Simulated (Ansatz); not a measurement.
# GeH₃F + HBr: a complex and its separated parts, part 1 of 2

The complex below is one end of an elementary step. How strongly is it bound against its free parts?

Program: Ansatz 0.2.0, Gaussian basis. Level of theory: PBE0-D4/def2-TZVP structures, single points in def2-TZVPP, no counterpoise correction. These are calculated values, not measurements.

Levels: SPW92, PBE-D4, BLYP-D4, r2SCAN-D4, B97M-V, PBE0-D4, B3LYP-D4, r2SCAN0-D4, BHLYP-D4, CAM-B3LYP-D4, wB97X-V, wB97M-V, B2PLYP, PBE-QIDH, RPA on PBE, Hartree-Fock, MP2, CCSD, CCSD(T).

Cores are frozen in the correlated methods. Filled d shells of the heavier atoms are correlated. B3LYP uses VWN-RPA correlation. B2PLYP carries no dispersion term here.

94 further runs of the same task are left out: 94 set aside as unsound or not needed. Runs told in other sessions of the task aren't counted.

### Step 1. Where the work starts

The complex: 7 atoms, charge 0, spin multiplicity 1.

Atoms are counted from 1 here; the program's logs count them from 0.

Bond lengths: Ge1–H3 1.531 Å, Ge1–H4 1.530 Å, Ge1–H5 1.530 Å, Ge1–F7 1.759 Å, Br2–H6 1.432 Å. Angles: H3–Ge1–H4 113.3°, H3–Ge1–H5 113.3°, H3–Ge1–F7 105.0°, H4–Ge1–H5 113.3°, H4–Ge1–F7 105.5°, H5–Ge1–F7 105.5°.

As a file:

| atom | x (Å) | y (Å) | z (Å) |
| --- | --- | --- | --- |
| Ge1 | -0.6633 | -0.2309 | -0.8754 |
| Br2 | 1.5144 | 1.1565 | 2.5733 |
| H3 | -0.8805 | -1.2595 | -1.9881 |
| H4 | -1.8018 | -0.1969 | 0.1467 |
| H5 | -0.2783 | 1.1547 | -1.3990 |
| H6 | 1.3655 | 0.1831 | 1.5340 |
| F7 | 0.7441 | -0.8070 | 0.0085 |

Its parts: GeH₃F holds atoms 1, 3, 4, 5, 7; HBr holds atoms 2, 6. Each part counts its atoms afresh in its own runs.

### Step 2. Relaxing GeH₃F alone

File relax-a/in.yaml:

```yaml
crystal:
  periodic: [false, false, false]
  atoms:
    - {symbol: Ge, position_ang: [-0.663315, -0.230854, -0.875397]}
    - {symbol: H, position_ang: [-0.880517, -1.259547, -1.988142]}
    - {symbol: H, position_ang: [-1.801803, -0.196869, 0.146697]}
    - {symbol: H, position_ang: [-0.278316, 1.154678, -1.398952]}
    - {symbol: F, position_ang: [0.744078, -0.806992, 0.008496]}
basis:
  gaussian: {orbitals: def2-TZVP}
hamiltonian: {xc: pbe0, dispersion: d4}
relax: {f_tol: 0.005, max_steps: 200}
```

Run with:

```
> ansatz run in.yaml --threads 4 --pin off --events-out ev --progress --plain --max-ram 9574MiB
```

The program printed, shortened:

```text
Functional definition: PBE0
  name "PBE0"
  cite "Adamo & Barone, J. Chem. Phys. 110, 6158 (1999) doi:10.1063/1.478522"
  cite "Perdew, Burke & Ernzerhof, Phys. Rev. Lett. 77, 3865 (1996) doi:10.1103/PhysRevLett.77.3865"
  parent pbe
[...]
689 factors; their error is unknown
[...]
mean field -59276.02556476 eV, -2178.3537607718 hartree, gradient 2.7e-6 eV, S^2 0.000000; 0 other end points of the search recorded, 0 dependent functions left out
[...]
reference -59276.02558817 eV, -2178.3537616320 hartree; 22, 22 occupied and 75, 75 virtual orbitals, 689 factors
[...]
reference -59276.03115082 eV, -2178.3539660555 hartree; 22, 22 occupied and 75, 75 virtual orbitals, 689 factors
Total energy: -59276.07127070 eV, -2178.3554404340 hartree
Atom 0 at    -0.648713    -0.238167    -0.867182 Å, force    -0.000824    -0.001678    -0.001979 eV/Å
Atom 1 at    -0.888520    -1.253293    -1.990851 Å, force    -0.000293    -0.000448    -0.000908 eV/Å
Atom 2 at    -1.803470    -0.195741     0.140533 Å, force     0.000893     0.001198     0.000437 eV/Å
Atom 3 at    -0.283949     1.152009    -1.401161 Å, force    -0.000107     0.000016     0.001508 eV/Å
Atom 4 at     0.744779    -0.804392     0.011363 Å, force     0.000331     0.000912     0.000942 eV/Å
Dipole moment:    -0.353738     0.143959    -0.222862 e Å
```

Wall time 2.8 s (4 threads of Arm Neoverse V2, shared host).

Relaxation path:

| step | energy from step 1 (eV) | largest force component (eV/Å) |
| --- | --- | --- |
| 1 | 0.0000 | 0.4610 |
| 2 | -0.0045 | 0.1971 |
| 3 | -0.0045 | 0.1849 |
| 4 | -0.0056 | 0.0020 |

Distances of close pairs at the start and the end, largest changes first:

| bond | before (Å) | after (Å) | change (Å) |
| --- | --- | --- | --- |
| Ge1–F5 | 1.759 | 1.742 | -0.017 |
| Ge1–H3 | 1.530 | 1.533 | +0.003 |
| Ge1–H4 | 1.530 | 1.533 | +0.003 |
| Ge1–H2 | 1.531 | 1.533 | +0.002 |

### Step 3. Relaxing HBr alone

File relax-b/in.yaml:

```yaml
crystal:
  periodic: [false, false, false]
  atoms:
    - {symbol: Br, position_ang: [1.514409, 1.156470, 2.573308]}
    - {symbol: H, position_ang: [1.365464, 0.183116, 1.533991]}
basis:
  gaussian: {orbitals: def2-TZVP}
hamiltonian: {xc: pbe0, dispersion: d4}
relax: {f_tol: 0.005, max_steps: 200}
```

Run with:

```
> ansatz run in.yaml --threads 4 --pin off --events-out ev --progress --plain --max-ram 9574MiB
```

The program printed, shortened:

```text
[... 5 set-up lines as earlier in the session ...]
[...]
457 factors; their error is unknown
[...]
mean field -70054.57118705 eV, -2574.4580064303 hartree, gradient 2.3e-5 eV, S^2 0.000000; 0 other end points of the search recorded, 0 dependent functions left out
[...]
reference -70054.57279944 eV, -2574.4580656844 hartree; 18, 18 occupied and 36, 36 virtual orbitals, 457 factors
Total energy: -70054.57831875 eV, -2574.4582685154 hartree
Atom 0 at     1.513828     1.152671     2.569252 Å, force     0.000048     0.000315     0.000336 eV/Å
Atom 1 at     1.366045     0.186915     1.538047 Å, force    -0.000048    -0.000315    -0.000336 eV/Å
Dipole moment:    -0.020634    -0.134841    -0.143979 e Å
```

It took 0.85 s on 4 threads of Arm Neoverse V2, shared host.

Step by step:

| step | energy from step 1 (eV) | largest force component (eV/Å) |
| --- | --- | --- |
| 1 | 0.0000 | 0.2051 |
| 2 | -0.0015 | 0.0354 |
| 3 | -0.0016 | 0.0003 |

The bond:

| bond | before (Å) | after (Å) | change (Å) |
| --- | --- | --- | --- |
| Br1–H2 | 1.432 | 1.421 | -0.011 |

### Step 4. SPW92/def2-TZVPP

File parta/in.yaml:

```yaml
crystal:
  periodic: [false, false, false]
  atoms:
    - {symbol: Ge, position_ang: [-0.648713, -0.238167, -0.867182]}
    - {symbol: H, position_ang: [-0.888520, -1.253293, -1.990851]}
    - {symbol: H, position_ang: [-1.803470, -0.195741, 0.140533]}
    - {symbol: H, position_ang: [-0.283949, 1.152009, -1.401161]}
    - {symbol: F, position_ang: [0.744779, -0.804392, 0.011363]}
basis:
  gaussian: {orbitals: def2-TZVPP}
hamiltonian: {xc: lda}
```

File partb/in.yaml:

```yaml
crystal:
  periodic: [false, false, false]
  atoms:
    - {symbol: Br, position_ang: [1.513828, 1.152671, 2.569252]}
    - {symbol: H, position_ang: [1.366045, 0.186915, 1.538047]}
basis:
  gaussian: {orbitals: def2-TZVPP}
hamiltonian: {xc: lda}
```

Each run has its own folder and the same command.

Run with:

```
> ansatz run in.yaml --threads 4 --pin off --events-out ev --progress --plain --max-ram 9574MiB
```

Output in parta, shortened:

```text
Functional definition: SPW92
  name "SPW92"
  cite "Dirac, Proc. Camb. Phil. Soc. 26, 376 (1930) doi:10.1017/S0305004100016108"
  cite "Slater, Phys. Rev. 81, 385 (1951) doi:10.1103/PhysRev.81.385"
  cite "Perdew & Wang, Phys. Rev. B 45, 13244 (1992) doi:10.1103/PhysRevB.45.13244"
[...]
691 factors; their error is unknown
[...]
mean field -59181.68340182 eV, -2174.8867502310 hartree, gradient 6.4e-5 eV, S^2 0.000000; 0 other end points of the search recorded, 0 dependent functions left out
reference -59181.68343060 eV, -2174.8867512887 hartree; 22, 22 occupied and 99, 99 virtual orbitals, 691 factors
Total energy: -59181.68343060 eV, -2174.8867512887 hartree
```

Log of partb, shortened:

```text
[... 5 set-up lines as earlier in the session ...]
[...]
435 factors; their error is unknown
[...]
mean field -69965.45702498 eV, -2571.1831213778 hartree, gradient 6.0e-6 eV, S^2 0.000000; 0 other end points of the search recorded, 0 dependent functions left out
reference -69965.45704603 eV, -2571.1831221514 hartree; 18, 18 occupied and 44, 44 virtual orbitals, 435 factors
Total energy: -69965.45704603 eV, -2571.1831221514 hartree
```

Wall times: 0.3 s (parta), 0.15 s (partb) on 4 threads of Arm Neoverse V2, shared host.

### Step 5. PBE-D4/def2-TZVPP

Each input of step 4 (parta, partb) changes in the same lines:

```diff
-hamiltonian: {xc: lda}
+hamiltonian: {xc: pbe, dispersion: d4}
```

The same command starts each run, in its folder.

Run with:

```
> ansatz run in.yaml --threads 4 --pin off --events-out ev --progress --plain --max-ram 9574MiB
```

Log of parta, shortened:

```text
Functional definition: PBE
  name "PBE"
[... 2 set-up lines as earlier in the session ...]
[...]
691 factors; their error is unknown
[...]
mean field -59274.48819381 eV, -2178.2972634314 hartree, gradient 2.0e-5 eV, S^2 0.000000; 0 other end points of the search recorded, 0 dependent functions left out
reference -59274.48822451 eV, -2178.2972645594 hartree; 22, 22 occupied and 99, 99 virtual orbitals, 691 factors
Total energy: -59274.53695437 eV, -2178.2990553490 hartree
```

partb printed, shortened:

```text
[... 4 set-up lines as earlier in the session ...]
[...]
435 factors; their error is unknown
[...]
mean field -70052.13667903 eV, -2574.3685399107 hartree, gradient 1.9e-5 eV, S^2 0.000000; 0 other end points of the search recorded, 0 dependent functions left out
reference -70052.13670169 eV, -2574.3685407434 hartree; 18, 18 occupied and 44, 44 virtual orbitals, 435 factors
Total energy: -70052.14348675 eV, -2574.3687900896 hartree
```

They took 0.5 s (parta), 0.2 s (partb) on 4 threads of Arm Neoverse V2, shared host.

### Step 6. BLYP-D4/def2-TZVPP

The same edit goes into each in.yaml of step 5 (parta, partb):

```diff
-hamiltonian: {xc: pbe, dispersion: d4}
+hamiltonian: {xc: {name: BLYP}, dispersion: d4}
```

Each run has its own folder and the same command.

Run with:

```
> ansatz run in.yaml --threads 4 --pin off --events-out ev --progress --plain --max-ram 9574MiB
```

parta printed, shortened:

```text
Functional definition: BLYP
  name "BLYP"
  cite "Becke, Phys. Rev. A 38, 3098 (1988) doi:10.1103/PhysRevA.38.3098"
  cite "Lee, Yang & Parr, Phys. Rev. B 37, 785 (1988) doi:10.1103/PhysRevB.37.785"
[...]
691 factors; their error is unknown
[...]
mean field -59287.05875619 eV, -2178.7592230780 hartree, gradient 1.9e-5 eV, S^2 0.000000; 0 other end points of the search recorded, 0 dependent functions left out
reference -59287.05902678 eV, -2178.7592330223 hartree; 22, 22 occupied and 99, 99 virtual orbitals, 691 factors
Total energy: -59287.17016984 eV, -2178.7633174542 hartree
```

Log of partb, shortened:

```text
[... 4 set-up lines as earlier in the session ...]
[...]
435 factors; their error is unknown
[...]
mean field -70063.39683902 eV, -2574.7823431578 hartree, gradient 8.5e-5 eV, S^2 0.000000; 0 other end points of the search recorded, 0 dependent functions left out
reference -70063.39704739 eV, -2574.7823508154 hartree; 18, 18 occupied and 44, 44 virtual orbitals, 435 factors
Total energy: -70063.41301929 eV, -2574.7829377720 hartree
```

Times: 0.5 s (parta), 0.2 s (partb) on 4 threads of Arm Neoverse V2, shared host.

### Step 7. r2SCAN-D4/def2-TZVPP

The same edit goes into each in.yaml of step 6 (parta, partb):

```diff
-hamiltonian: {xc: {name: BLYP}, dispersion: d4}
+hamiltonian: {xc: r2scan, dispersion: d4}
```

The same command starts each run, in its folder.

Run with:

```
> ansatz run in.yaml --threads 4 --pin off --events-out ev --progress --plain --max-ram 9574MiB
```

parta printed, shortened:

```text
Functional definition: r2SCAN
  name "r2SCAN"
  cite "Furness, Kaplan, Ning, Perdew & Sun, J. Phys. Chem. Lett. 11, 8208 (2020) doi:10.1021/acs.jpclett.0c02405"
  cite "Furness, Kaplan, Ning, Perdew & Sun, J. Phys. Chem. Lett. 11, 9248 (2020) doi:10.1021/acs.jpclett.0c03077"
  parent r2scan
[...]
691 factors; their error is unknown
[...]
mean field -59284.47893768 eV, -2178.6644164965 hartree, gradient 2.2e-5 eV, S^2 0.000000; 0 other end points of the search recorded, 0 dependent functions left out
reference -59284.47894638 eV, -2178.6644168163 hartree; 22, 22 occupied and 99, 99 virtual orbitals, 691 factors
Total energy: -59284.48976721 eV, -2178.6648144744 hartree
```

Output in partb, shortened:

```text
[... 5 set-up lines as earlier in the session ...]
[...]
435 factors; their error is unknown
[...]
mean field -70062.28305435 eV, -2574.7414123261 hartree, gradient 2.3e-5 eV, S^2 0.000000; 0 other end points of the search recorded, 0 dependent functions left out
reference -70062.28306045 eV, -2574.7414125505 hartree; 18, 18 occupied and 44, 44 virtual orbitals, 435 factors
Total energy: -70062.28451955 eV, -2574.7414661712 hartree
```

Times: 1.1 s (parta), 0.5 s (partb) on 4 threads of Arm Neoverse V2, shared host.

### Step 8. B97M-V/def2-TZVPP

Each input of step 7 (parta, partb) changes in the same lines:

```diff
-hamiltonian: {xc: r2scan, dispersion: d4}
+hamiltonian: {xc: {name: B97M-V}}
```

Each run has its own folder and the same command.

Run with:

```
> ansatz run in.yaml --threads 4 --pin off --events-out ev --progress --plain --max-ram 9574MiB
```

Log of parta, shortened:

```text
Functional definition: B97M-V
  name "B97M-V"
  cite "Mardirossian & Head-Gordon, J. Chem. Phys. 142, 074111 (2015) doi:10.1063/1.4907719"
  cite "Becke, J. Chem. Phys. 107, 8554 (1997) doi:10.1063/1.475007"
  cite "Vydrov & Van Voorhis, J. Chem. Phys. 133, 244103 (2010) doi:10.1063/1.3521275"
  # Of w^i u^j: cxij and so on, Table III.
[...]
  gx(w, u) = cx00 + cx01*u + cx02*u^2 + (cx10 + cx11*u)*w
[...]
  gos(w, u) = cos00 + cos01*u + cos03*u^3 + cos10*w + cos32*w^3*u^2
[...]
      + integral(e_c_pw_mod_opposite_spin*gos(b97_w_opposite, b97_u_opposite)) + vv10(b, c)
691 factors; their error is unknown
[...]
mean field -59274.42771097 eV, -2178.2950407280 hartree, gradient 2.5e-5 eV, S^2 0.000000; 0 other end points of the search recorded, 0 dependent functions left out
reference -59274.42775482 eV, -2178.2950423394 hartree; 22, 22 occupied and 99, 99 virtual orbitals, 691 factors
Total energy: -59274.42775482 eV, -2178.2950423394 hartree
```

Output in partb, shortened:

```text
[... 5 set-up lines as earlier in the session ...]
  # Of w^i u^j: cxij and so on, Table III.
[...]
  gx(w, u) = cx00 + cx01*u + cx02*u^2 + (cx10 + cx11*u)*w
[...]
  gos(w, u) = cos00 + cos01*u + cos03*u^3 + cos10*w + cos32*w^3*u^2
[...]
      + integral(e_c_pw_mod_opposite_spin*gos(b97_w_opposite, b97_u_opposite)) + vv10(b, c)
435 factors; their error is unknown
[...]
mean field -70050.13092912 eV, -2574.2948299612 hartree, gradient 1.6e-5 eV, S^2 0.000000; 0 other end points of the search recorded, 0 dependent functions left out
reference -70050.13096097 eV, -2574.2948311315 hartree; 18, 18 occupied and 44, 44 virtual orbitals, 435 factors
Total energy: -70050.13096097 eV, -2574.2948311315 hartree
```

Times: 1.9 s (parta), 0.65 s (partb) on 4 threads of Arm Neoverse V2, shared host.

### Step 9. PBE0-D4/def2-TZVPP

Each input of step 8 (parta, partb) changes in the same lines:

```diff
-hamiltonian: {xc: {name: B97M-V}}
+hamiltonian: {xc: pbe0, dispersion: d4}
+output: {orbitals: {seedname: orbitals}}
```

Each run has its own folder and the same command.

Run with:

```
> ansatz run in.yaml --threads 4 --pin off --events-out ev --progress --plain --max-ram 9574MiB
```

Output in parta, shortened:

```text
[... 5 set-up lines as earlier in the session ...]
[...]
734 factors; their error is unknown
[...]
mean field -59276.05049530 eV, -2178.3546769521 hartree, gradient 8.1e-5 eV, S^2 0.000000; 0 other end points of the search recorded, 0 dependent functions left out
reference -59276.05051862 eV, -2178.3546778093 hartree; 22, 22 occupied and 99, 99 virtual orbitals, 734 factors
Total energy: -59276.09063850 eV, -2178.3561521876 hartree
```

Log of partb, shortened:

```text
[... 5 set-up lines as earlier in the session ...]
[...]
472 factors; their error is unknown
[...]
mean field -70054.59430837 eV, -2574.4588561229 hartree, gradient 7.1e-6 eV, S^2 0.000000; 0 other end points of the search recorded, 0 dependent functions left out
reference -70054.59432562 eV, -2574.4588567572 hartree; 18, 18 occupied and 44, 44 virtual orbitals, 472 factors
Total energy: -70054.59984494 eV, -2574.4590595882 hartree
```

They took 0.6 s (parta), 0.2 s (partb) on 4 threads of Arm Neoverse V2, shared host.

### Step 10. B3LYP-D4/def2-TZVPP

Each input of step 9 (parta, partb) changes in the same lines:

```diff
-hamiltonian: {xc: pbe0, dispersion: d4}
-output: {orbitals: {seedname: orbitals}}
+hamiltonian: {xc: {name: B3LYP}, dispersion: d4}
```

One command serves all of them, each in its own folder.

Run with:

```
> ansatz run in.yaml --threads 4 --pin off --events-out ev --progress --plain --max-ram 9574MiB
```

parta printed, shortened:

```text
Functional definition: B3LYP
  name "B3LYP"
  cite "Stephens, Devlin, Chabalowski & Frisch, J. Phys. Chem. 98, 11623 (1994) doi:10.1021/j100096a001"
[... 2 set-up lines as earlier in the session ...]
  cite "Vosko, Wilk & Nusair, Can. J. Phys. 58, 1200 (1980) doi:10.1139/p80-159"
[...]
722 factors; their error is unknown
[...]
mean field -59287.32507686 eV, -2178.7690101825 hartree, gradient 8.2e-5 eV, S^2 0.000000; 0 other end points of the search recorded, 0 dependent functions left out
reference -59287.32528108 eV, -2178.7690176872 hartree; 22, 22 occupied and 99, 99 virtual orbitals, 722 factors
Total energy: -59287.40475379 eV, -2178.7719382555 hartree
```

Output in partb, shortened:

```text
[... 6 set-up lines as earlier in the session ...]
[...]
472 factors; their error is unknown
[...]
mean field -70063.59659610 eV, -2574.7896840951 hartree, gradient 6.2e-6 eV, S^2 0.000000; 0 other end points of the search recorded, 0 dependent functions left out
reference -70063.59675328 eV, -2574.7896898716 hartree; 18, 18 occupied and 44, 44 virtual orbitals, 472 factors
Total energy: -70063.60788669 eV, -2574.7900990169 hartree
```

They took 0.6 s (parta), 0.25 s (partb) on 4 threads of Arm Neoverse V2, shared host.

### Step 11. r2SCAN0-D4/def2-TZVPP

The same edit goes into each in.yaml of step 10 (parta, partb):

```diff
-hamiltonian: {xc: {name: B3LYP}, dispersion: d4}
+hamiltonian: {xc: {name: r2SCAN0}, dispersion: d4}
```

The same command starts each run, in its folder.

Run with:

```
> ansatz run in.yaml --threads 4 --pin off --events-out ev --progress --plain --max-ram 9574MiB
```

Output in parta, shortened:

```text
Functional definition: r2SCAN0
  name "r2SCAN0"
  cite "Bursch, Neugebauer, Ehlert & Grimme, J. Chem. Phys. 156, 134105 (2022) doi:10.1063/5.0086040"
[... 3 set-up lines as earlier in the session ...]
[...]
734 factors; their error is unknown
[...]
mean field -59283.59239339 eV, -2178.6318365948 hartree, gradient 7.6e-5 eV, S^2 0.000000; 0 other end points of the search recorded, 0 dependent functions left out
reference -59283.59240032 eV, -2178.6318368497 hartree; 22, 22 occupied and 99, 99 virtual orbitals, 734 factors
Total energy: -59283.60512586 eV, -2178.6323045044 hartree
```

Output in partb, shortened:

```text
[... 6 set-up lines as earlier in the session ...]
[...]
472 factors; their error is unknown
[...]
mean field -70062.25259311 eV, -2574.7402928964 hartree, gradient 7.3e-6 eV, S^2 0.000000; 0 other end points of the search recorded, 0 dependent functions left out
reference -70062.25259800 eV, -2574.7402930759 hartree; 18, 18 occupied and 44, 44 virtual orbitals, 472 factors
Total energy: -70062.25431285 eV, -2574.7403560955 hartree
```

Times: 1.2 s (parta), 0.55 s (partb) on 4 threads of Arm Neoverse V2, shared host.

### Step 12. BHLYP-D4/def2-TZVPP

Each input of step 11 (parta, partb) changes in the same lines:

```diff
-hamiltonian: {xc: {name: r2SCAN0}, dispersion: d4}
+hamiltonian: {xc: {name: BHLYP}, dispersion: d4}
```

Each run has its own folder and the same command.

Run with:

```
> ansatz run in.yaml --threads 4 --pin off --events-out ev --progress --plain --max-ram 9574MiB
```

Log of parta, shortened:

```text
Functional definition: BHLYP
  name "BHLYP"
  cite "Becke, J. Chem. Phys. 98, 1372 (1993) doi:10.1063/1.464304"
[... 2 set-up lines as earlier in the session ...]
[...]
812 factors; their error is unknown
[...]
mean field -59284.36373210 eV, -2178.6601827696 hartree, gradient 2.4e-5 eV, S^2 0.000000; 0 other end points of the search recorded, 0 dependent functions left out
reference -59284.36387160 eV, -2178.6601878962 hartree; 22, 22 occupied and 99, 99 virtual orbitals, 812 factors
Total energy: -59284.42268699 eV, -2178.6623493221 hartree
```

partb printed, shortened:

```text
[... 5 set-up lines as earlier in the session ...]
[...]
514 factors; their error is unknown
[...]
mean field -70062.48031599 eV, -2574.7486615579 hartree, gradient 8.3e-6 eV, S^2 0.000000; 0 other end points of the search recorded, 0 dependent functions left out
reference -70062.48042384 eV, -2574.7486655214 hartree; 18, 18 occupied and 44, 44 virtual orbitals, 514 factors
Total energy: -70062.48828335 eV, -2574.7489543530 hartree
```

They took 0.55 s (parta), 0.25 s (partb) on 4 threads of Arm Neoverse V2, shared host.

### Step 13. CAM-B3LYP-D4/def2-TZVPP

The same edit goes into each in.yaml of step 12 (parta, partb):

```diff
-hamiltonian: {xc: {name: BHLYP}, dispersion: d4}
+hamiltonian: {xc: {name: CAM-B3LYP}, dispersion: d4}
```

Each run has its own folder and the same command.

Run with:

```
> ansatz run in.yaml --threads 4 --pin off --events-out ev --progress --plain --max-ram 9574MiB
```

Log of parta, shortened:

```text
Functional definition: CAM-B3LYP
  name "CAM-B3LYP"
  cite "Yanai, Tew & Handy, Chem. Phys. Lett. 393, 51 (2004) doi:10.1016/j.cplett.2004.06.011"
  cite "Iikura, Tsuneda, Yanai & Hirao, J. Chem. Phys. 115, 3540 (2001) doi:10.1063/1.1383587"
[... 2 set-up lines as earlier in the session ...]
[...]
  # Exact exchange under (alpha + beta erf(omega r))/r, Becke's under what is left of 1/r.
[...]
722 factors; their error is unknown
171 factors; integrals over basis functions are off by at most 1.0e-5 eV
[...]
mean field -59288.61444377 eV, -2178.8163935421 hartree, gradient 2.7e-5 eV, S^2 0.000000; 0 other end points of the search recorded, 0 dependent functions left out
reference -59288.61454317 eV, -2178.8163971952 hartree; 22, 22 occupied and 99, 99 virtual orbitals, 722 factors
Total energy: -59288.65467330 eV, -2178.8178719501 hartree
```

Log of partb, shortened:

```text
[... 6 set-up lines as earlier in the session ...]
[...]
  # Exact exchange under (alpha + beta erf(omega r))/r, Becke's under what is left of 1/r.
[...]
472 factors; their error is unknown
82 factors; integrals over basis functions are off by at most 1.2e-4 eV
[...]
mean field -70066.16345749 eV, -2574.8840145116 hartree, gradient 3.1e-5 eV, S^2 0.000000; 0 other end points of the search recorded, 0 dependent functions left out
reference -70066.16353419 eV, -2574.8840173301 hartree; 18, 18 occupied and 44, 44 virtual orbitals, 472 factors
Total energy: -70066.16901188 eV, -2574.8842186315 hartree
```

Wall times: 0.65 s (parta), 0.25 s (partb) on 4 threads of Arm Neoverse V2, shared host.

(Continued in part 2 of 2.)
